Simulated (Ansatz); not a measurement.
**CrOS: the cell at several levels of theory**

An exercise on one series of results from a longer session: the logs are not shown, and one member is left open.

Program: Ansatz 0.2.0. PAW datasets, plane waves, zero pressure. No spin polarisation and no zero-point or thermal motion; the cell was built from a prototype and may be hypothetical.

## The system as given

The sheet's in-plane cell has a = 2.886 Å, b = 2.886 Å (γ = 120.0°), and its outermost atoms lie 2.82 Å apart along the normal. Near Cr stand 3 S at 2.18 Å and 3 O at 2.18 Å; near O stand 3 Cr at 2.18 Å; near S stand 3 Cr at 2.18 Å.

Coordinates:

```
CELL_PARAMETERS angstrom
2.88562 0.00000 0.00000
-1.44281 2.49902 0.00000
0.00000 0.00000 18.00000
ATOMIC_POSITIONS crystal
Cr 0.33333 0.66667 0.50000
O 0.66667 0.33333 0.57826
S 0.66667 0.33333 0.42174
```
Two periodic directions, a and b.

Set-up of the first run:

Contents of input.yaml:

```yaml
crystal:
  lattice:
    - [2.88562415, 0.0, 0.0]
    - [-1.442812075, 2.4990238197, 0.0]
    - [0.0, 0.0, 18.0]
  atoms:
    - { symbol: Cr, position: [0.3333333333, 0.6666666667, 0.5] }
    - { symbol: O, position: [0.6666666667, 0.3333333333, 0.5782627722] }
    - { symbol: S, position: [0.6666666667, 0.3333333333, 0.4217372278] }
  periodic: [true, true, false]
kpoints:
  mp_grid: { grid: [12, 12, 1] }
hamiltonian:
  xc: pbe
scf:
  occupations: { method: fermi_dirac, width: 0.02 }
relax:
  f_tol: 0.005
  cell: {}
```

The run is started by

```sh
$ ansatz run input.yaml --threads 4 --pin off --max-ram 5529MiB --backend cpu --events-out ev --progress --plain --runs-dir out
```

Among the steps run: Relaxation with PBE; r2SCAN: cell and atoms; Relaxing with PBEsol; Relaxing with LDA; Relaxation with HSE06.

One table of the session follows, with a row left open; its other results are not shown here.

It belongs to the step «The cells side by side». 

| level | a (Å) | area (Å²/atom) |
| --- | --- | --- |
| PBE | ? | ? |
| r2SCAN | 2.819 | 2.294 |
| PBEsol | 2.789 | 2.245 |
| LDA | 2.765 | 2.207 |
| HSE06 | 2.786 | 2.240 |

Estimate the missing values for PBE.

**Answer.** a (Å): 2.831; area (Å²/atom): 2.314. In the column «a (Å)» it is the highest.

What this shows: The first relaxation changed the area by -3.7 % from the start. LDA gives the smallest cell and PBE the largest; they differ by 4.9 % in area, a mean of 2.4 % in length. The meshes differ: PBE 12×12×1, r2SCAN 12×12×1, PBEsol 12×12×1, LDA 12×12×1, HSE06 6×6×1.

To keep in mind: Warnings in the runs' records: slab cell height set, xc potential rough in thin density.
